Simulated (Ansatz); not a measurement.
Born–Oppenheimer molecular dynamics of a periodic cell of 16 atoms, Li (start crystal Li, start structure bcc, volume 1.1 times the crystal's). It goes on from the last frame of an earlier run, with new velocities.

Level of theory: Ansatz, DFT r2SCAN, scalar-relativistic, plane waves, PAW. Settings: accuracy low, cutoff 500 eV, k mesh 2x2x2, fermi-dirac smearing 0.11 eV, no spin polarisation.

```yaml
ensemble: NVE (velocity Verlet)
time_step: 1 fs
steps_asked: 80
starting_velocities_drawn_for: 780 K
seed: 423789
```

Frames 5 fs apart, positions in Å, forces in eV/Å.

Velocities at 20.0 fs (Å/ps):

```
Li 3.09 0.88 11.78
Li 10.67 3.36 -16.44
Li 2.55 -15.62 -10.12
Li 5.26 2.66 -8.60
Li 17.17 -4.29 8.65
Li -8.92 11.11 1.87
Li -9.28 -5.82 1.96
Li 4.11 2.97 11.67
Li 20.88 1.06 4.80
Li -9.30 7.23 -8.54
Li -3.42 6.89 6.27
Li -8.67 -2.67 -1.41
Li -3.39 -0.49 -4.38
Li -6.63 -11.01 -2.39
Li -12.02 13.18 -1.20
Li -2.10 -9.41 6.08
```

```xyz
16
Lattice="7.2053 0.0000 0.0000 0.0000 7.2053 0.0000 0.0000 0.0000 7.2053" Properties=species:S:1:pos:R:3:forces:R:3 time_fs=20.0 energy_less_start_eV=0.292 T=629
Li -0.248 0.076 -0.037 0.01 0.17 0.26
Li 3.896 0.102 -0.118 -0.12 0.03 0.19
Li -0.243 3.392 0.001 0.13 0.09 -0.07
Li 0.051 0.147 3.490 -0.11 -0.17 0.05
Li 2.166 1.498 2.079 -0.41 0.51 -0.58
Li 3.212 3.534 -0.136 0.30 0.12 0.13
Li 3.303 -0.146 3.384 0.53 -0.29 0.59
Li 5.498 2.006 2.051 -0.21 -0.17 -0.17
Li 0.245 3.692 3.634 0.09 0.01 0.05
Li 1.705 5.591 1.625 -0.08 -0.16 -0.13
Li 1.779 1.614 5.593 -0.08 0.07 -0.27
Li 3.607 3.640 3.594 -0.22 0.10 0.11
Li 5.273 5.451 1.777 0.08 -0.03 0.03
Li 5.309 1.631 5.063 -0.04 0.09 0.07
Li 1.604 5.923 5.659 0.14 -0.38 -0.21
Li 5.429 5.380 5.312 -0.01 0.02 -0.04
16
Lattice="7.2053 0.0000 0.0000 0.0000 7.2053 0.0000 0.0000 0.0000 7.2053" Properties=species:S:1:pos:R:3:forces:R:3 time_fs=25.0 energy_less_start_eV=0.423 T=562
Li -0.232 0.084 0.026 -0.04 0.20 0.21
Li 3.946 0.119 -0.197 -0.21 0.01 0.29
Li -0.228 3.315 -0.051 0.08 0.13 0.00
Li 0.075 0.158 3.448 -0.14 -0.15 0.10
Li 2.245 1.486 2.111 -0.42 0.53 -0.66
Li 3.173 3.591 -0.125 0.29 0.10 0.11
Li 3.266 -0.181 3.404 0.54 -0.38 0.60
Li 5.515 2.018 2.106 -0.20 -0.12 -0.22
Li 0.350 3.697 3.658 0.01 0.01 0.02
Li 1.657 5.624 1.580 -0.03 -0.20 -0.11
Li 1.761 1.649 5.620 -0.03 0.01 -0.29
Li 3.560 3.629 3.590 -0.17 0.14 0.16
Li 5.258 5.448 1.756 0.08 -0.03 0.05
Li 5.276 1.577 5.052 0.03 0.15 0.02
Li 1.547 5.982 5.649 0.17 -0.41 -0.20
Li 5.419 5.333 5.341 0.04 0.03 -0.08
16
Lattice="7.2053 0.0000 0.0000 0.0000 7.2053 0.0000 0.0000 0.0000 7.2053" Properties=species:S:1:pos:R:3:forces:R:3 time_fs=30.0 energy_less_start_eV=0.525 T=509
Li -0.218 0.098 0.097 -0.08 0.21 0.14
Li 3.990 0.137 -0.265 -0.31 -0.03 0.39
Li -0.211 3.244 -0.102 0.02 0.18 0.07
Li 0.094 0.163 3.410 -0.15 -0.12 0.15
Li 2.309 1.492 2.121 -0.39 0.45 -0.67
Li 3.144 3.652 -0.110 0.28 0.06 0.07
Li 3.248 -0.229 3.445 0.48 -0.38 0.53
Li 5.525 2.026 2.153 -0.18 -0.07 -0.26
Li 0.456 3.703 3.683 -0.10 0.02 -0.03
Li 1.609 5.650 1.531 0.05 -0.22 -0.05
Li 1.742 1.685 5.636 0.03 -0.06 -0.30
Li 3.507 3.622 3.590 -0.09 0.18 0.20
Li 5.245 5.444 1.736 0.08 -0.04 0.08
Li 5.243 1.529 5.041 0.10 0.21 -0.04
Li 1.496 6.027 5.633 0.18 -0.42 -0.16
Li 5.410 5.287 5.368 0.09 0.03 -0.11
16
Lattice="7.2053 0.0000 0.0000 0.0000 7.2053 0.0000 0.0000 0.0000 7.2053" Properties=species:S:1:pos:R:3:forces:R:3 time_fs=35.0 energy_less_start_eV=0.611 T=465
Li -0.207 0.120 0.172 -0.12 0.23 0.03
Li 4.022 0.153 -0.320 -0.38 -0.07 0.47
Li -0.192 3.178 -0.152 -0.04 0.24 0.14
Li 0.109 0.164 3.377 -0.14 -0.10 0.19
Li 2.360 1.513 2.108 -0.35 0.29 -0.61
Li 3.124 3.715 -0.092 0.26 0.02 0.03
Li 3.246 -0.290 3.504 0.38 -0.30 0.38
Li 5.529 2.031 2.192 -0.16 -0.01 -0.28
Li 0.558 3.710 3.708 -0.23 0.03 -0.08
Li 1.562 5.669 1.481 0.13 -0.25 0.02
Li 1.723 1.718 5.642 0.11 -0.14 -0.30
Li 3.451 3.622 3.598 0.01 0.20 0.22
Li 5.235 5.438 1.719 0.08 -0.04 0.10
Li 5.214 1.489 5.029 0.17 0.28 -0.09
Li 1.450 6.057 5.611 0.15 -0.40 -0.09
Li 5.404 5.243 5.390 0.13 0.03 -0.12
16
Lattice="7.2053 0.0000 0.0000 0.0000 7.2053 0.0000 0.0000 0.0000 7.2053" Properties=species:S:1:pos:R:3:forces:R:3 time_fs=40.0 energy_less_start_eV=0.700 T=419
Li -0.200 0.149 0.248 -0.16 0.23 -0.09
Li 4.042 0.167 -0.359 -0.42 -0.12 0.53
Li -0.175 3.122 -0.196 -0.10 0.29 0.20
Li 0.118 0.162 3.350 -0.12 -0.07 0.21
Li 2.398 1.544 2.074 -0.30 0.11 -0.50
Li 3.114 3.779 -0.073 0.23 -0.03 -0.03
Li 3.258 -0.361 3.576 0.27 -0.18 0.18
Li 5.527 2.037 2.220 -0.14 0.06 -0.29
Li 0.652 3.717 3.729 -0.39 0.05 -0.13
Li 1.519 5.679 1.432 0.20 -0.27 0.10
Li 1.709 1.746 5.637 0.19 -0.22 -0.28
Li 3.396 3.629 3.613 0.15 0.21 0.23
Li 5.228 5.431 1.706 0.08 -0.05 0.12
Li 5.191 1.457 5.014 0.22 0.33 -0.12
Li 1.410 6.074 5.586 0.11 -0.37 0.00
Li 5.402 5.199 5.409 0.16 0.03 -0.13
16
Lattice="7.2053 0.0000 0.0000 0.0000 7.2053 0.0000 0.0000 0.0000 7.2053" Properties=species:S:1:pos:R:3:forces:R:3 time_fs=45.0 energy_less_start_eV=0.799 T=368
Li -0.198 0.187 0.321 -0.18 0.21 -0.21
Li 4.047 0.177 -0.379 -0.42 -0.15 0.55
Li -0.162 3.075 -0.233 -0.14 0.34 0.25
Li 0.124 0.157 3.331 -0.09 -0.04 0.23
Li 2.426 1.580 2.022 -0.26 -0.04 -0.38
Li 3.111 3.841 -0.056 0.21 -0.09 -0.10
Li 3.279 -0.439 3.655 0.17 -0.05 -0.01
Li 5.520 2.044 2.239 -0.12 0.11 -0.28
Li 0.733 3.727 3.747 -0.56 0.07 -0.18
Li 1.484 5.679 1.385 0.25 -0.29 0.17
Li 1.701 1.767 5.623 0.26 -0.28 -0.25
Li 3.345 3.643 3.636 0.30 0.18 0.22
Li 5.223 5.422 1.697 0.08 -0.05 0.13
Li 5.176 1.437 4.995 0.25 0.35 -0.12
Li 1.374 6.077 5.561 0.06 -0.33 0.10
Li 5.405 5.156 5.423 0.18 0.05 -0.12
16
Lattice="7.2053 0.0000 0.0000 0.0000 7.2053 0.0000 0.0000 0.0000 7.2053" Properties=species:S:1:pos:R:3:forces:R:3 time_fs=50.0 energy_less_start_eV=0.890 T=321
Li -0.203 0.232 0.387 -0.18 0.17 -0.31
Li 4.038 0.182 -0.381 -0.38 -0.17 0.52
Li -0.154 3.040 -0.262 -0.16 0.38 0.27
Li 0.126 0.151 3.320 -0.05 -0.02 0.23
Li 2.445 1.613 1.958 -0.24 -0.14 -0.25
Li 3.116 3.901 -0.042 0.19 -0.14 -0.16
Li 3.306 -0.518 3.733 0.10 0.08 -0.17
Li 5.509 2.055 2.247 -0.11 0.16 -0.27
Li 0.794 3.738 3.757 -0.71 0.07 -0.23
Li 1.457 5.670 1.345 0.26 -0.28 0.23
Li 1.703 1.778 5.600 0.30 -0.31 -0.21
Li 3.305 3.663 3.667 0.44 0.13 0.19
Li 5.222 5.412 1.692 0.09 -0.05 0.15
Li 5.169 1.429 4.973 0.25 0.34 -0.07
Li 1.340 6.069 5.540 0.01 -0.28 0.19
Li 5.415 5.115 5.432 0.19 0.06 -0.11
16
Lattice="7.2053 0.0000 0.0000 0.0000 7.2053 0.0000 0.0000 0.0000 7.2053" Properties=species:S:1:pos:R:3:forces:R:3 time_fs=55.0 energy_less_start_eV=0.946 T=292
Li -0.213 0.282 0.443 -0.16 0.10 -0.38
Li 4.016 0.181 -0.364 -0.31 -0.17 0.45
Li -0.151 3.018 -0.281 -0.14 0.39 0.26
Li 0.127 0.144 3.317 -0.02 -0.01 0.22
Li 2.455 1.643 1.884 -0.23 -0.18 -0.12
Li 3.128 3.955 -0.033 0.18 -0.19 -0.22
Li 3.336 -0.595 3.806 0.05 0.18 -0.28
Li 5.494 2.072 2.247 -0.11 0.20 -0.24
Li 0.831 3.752 3.760 -0.82 0.05 -0.27
Li 1.438 5.651 1.313 0.23 -0.24 0.26
Li 1.714 1.779 5.569 0.31 -0.32 -0.16
Li 3.281 3.688 3.704 0.53 0.06 0.15
Li 5.223 5.400 1.692 0.10 -0.04 0.15
Li 5.171 1.433 4.947 0.23 0.31 0.00
Li 1.306 6.052 5.525 -0.02 -0.23 0.27
Li 5.432 5.076 5.438 0.20 0.09 -0.09
16
Lattice="7.2053 0.0000 0.0000 0.0000 7.2053 0.0000 0.0000 0.0000 7.2053" Properties=species:S:1:pos:R:3:forces:R:3 time_fs=60.0 energy_less_start_eV=0.953 T=288
Li -0.230 0.336 0.485 -0.12 0.00 -0.43
Li 3.983 0.174 -0.332 -0.22 -0.17 0.34
Li -0.153 3.009 -0.292 -0.09 0.40 0.23
Li 0.127 0.136 3.322 0.00 0.00 0.20
Li 2.457 1.666 1.807 -0.23 -0.17 0.01
Li 3.146 4.003 -0.032 0.17 -0.24 -0.27
Li 3.369 -0.665 3.869 0.00 0.28 -0.34
Li 5.475 2.096 2.238 -0.11 0.23 -0.22
Li 0.839 3.768 3.754 -0.85 0.02 -0.29
Li 1.428 5.623 1.290 0.18 -0.19 0.28
Li 1.737 1.768 5.533 0.27 -0.28 -0.11
Li 3.274 3.715 3.747 0.54 -0.02 0.10
Li 5.229 5.386 1.698 0.12 -0.03 0.16
Li 5.180 1.448 4.922 0.19 0.26 0.09
Li 1.272 6.026 5.519 -0.03 -0.18 0.32
Li 5.455 5.040 5.441 0.19 0.11 -0.07
16
Lattice="7.2053 0.0000 0.0000 0.0000 7.2053 0.0000 0.0000 0.0000 7.2053" Properties=species:S:1:pos:R:3:forces:R:3 time_fs=65.0 energy_less_start_eV=0.913 T=309
Li -0.250 0.389 0.512 -0.08 -0.11 -0.44
Li 3.942 0.161 -0.288 -0.12 -0.17 0.21
Li -0.158 3.015 -0.294 -0.03 0.38 0.19
Li 0.126 0.129 3.333 0.01 0.00 0.15
Li 2.452 1.683 1.730 -0.23 -0.12 0.13
Li 3.170 4.043 -0.041 0.17 -0.28 -0.30
Li 3.401 -0.726 3.920 -0.03 0.37 -0.36
Li 5.453 2.127 2.221 -0.11 0.23 -0.18
Li 0.818 3.784 3.738 -0.80 -0.03 -0.30
Li 1.424 5.590 1.276 0.12 -0.12 0.30
Li 1.768 1.748 5.493 0.21 -0.22 -0.06
Li 3.285 3.741 3.792 0.46 -0.11 0.04
Li 5.238 5.372 1.709 0.13 -0.02 0.15
Li 5.197 1.472 4.900 0.14 0.19 0.17
Li 1.237 5.994 5.525 -0.02 -0.13 0.34
Li 5.485 5.008 5.442 0.18 0.14 -0.05
16
Lattice="7.2053 0.0000 0.0000 0.0000 7.2053 0.0000 0.0000 0.0000 7.2053" Properties=species:S:1:pos:R:3:forces:R:3 time_fs=70.0 energy_less_start_eV=0.844 T=345
Li -0.273 0.439 0.524 -0.04 -0.21 -0.43
Li 3.896 0.142 -0.237 -0.02 -0.18 0.09
Li -0.164 3.034 -0.290 0.04 0.35 0.15
Li 0.126 0.121 3.350 0.01 0.00 0.09
Li 2.438 1.697 1.657 -0.24 -0.06 0.23
Li 3.200 4.072 -0.059 0.17 -0.31 -0.31
Li 3.432 -0.773 3.959 -0.07 0.45 -0.35
Li 5.426 2.167 2.199 -0.11 0.22 -0.14
Li 0.769 3.799 3.711 -0.67 -0.08 -0.28
Li 1.425 5.552 1.273 0.07 -0.05 0.30
Li 1.807 1.720 5.451 0.13 -0.15 -0.01
Li 3.312 3.764 3.839 0.31 -0.19 -0.01
Li 5.252 5.356 1.725 0.15 -0.01 0.14
Li 5.218 1.502 4.883 0.10 0.14 0.24
Li 1.202 5.957 5.542 0.02 -0.09 0.33
Li 5.521 4.981 5.441 0.15 0.18 -0.03
16
Lattice="7.2053 0.0000 0.0000 0.0000 7.2053 0.0000 0.0000 0.0000 7.2053" Properties=species:S:1:pos:R:3:forces:R:3 time_fs=75.0 energy_less_start_eV=0.765 T=386
Li -0.297 0.481 0.521 -0.01 -0.30 -0.40
Li 3.850 0.118 -0.183 0.07 -0.19 -0.02
Li -0.169 3.064 -0.280 0.11 0.31 0.12
Li 0.127 0.114 3.370 0.00 0.00 0.03
Li 2.416 1.708 1.592 -0.25 0.01 0.31
Li 3.235 4.091 -0.089 0.17 -0.32 -0.29
Li 3.461 -0.806 3.986 -0.09 0.50 -0.33
Li 5.396 2.214 2.171 -0.12 0.18 -0.11
Li 0.698 3.812 3.675 -0.50 -0.13 -0.24
Li 1.427 5.512 1.280 0.03 0.00 0.28
Li 1.851 1.688 5.409 0.05 -0.06 0.02
Li 3.350 3.780 3.886 0.14 -0.24 -0.06
Li 5.271 5.340 1.746 0.15 0.00 0.11
Li 5.242 1.537 4.875 0.06 0.08 0.28
Li 1.167 5.917 5.570 0.07 -0.05 0.30
Li 5.562 4.960 5.439 0.09 0.22 -0.02
```

Of the whole run (80 fs, mean temperature of the second half 342 K): The conserved energy stayed within 0.012 meV per atom of its start (net change 0.0032 meV per atom), so the integration is sound. The temperature averaged 0.44 of the 780 K drawn at the start: a run that starts near a minimum puts about half its kinetic energy into the potential. A run of 0.08 ps of so small a system gives no equilibrium averages. Limits of this set-up: coarse k mesh, low accuracy level.

Run time: 7.1 min on 1 thread of Intel(R) Xeon(R) 6975P-C (Granite Rapids), on a shared host, peak memory 0.72 GiB.
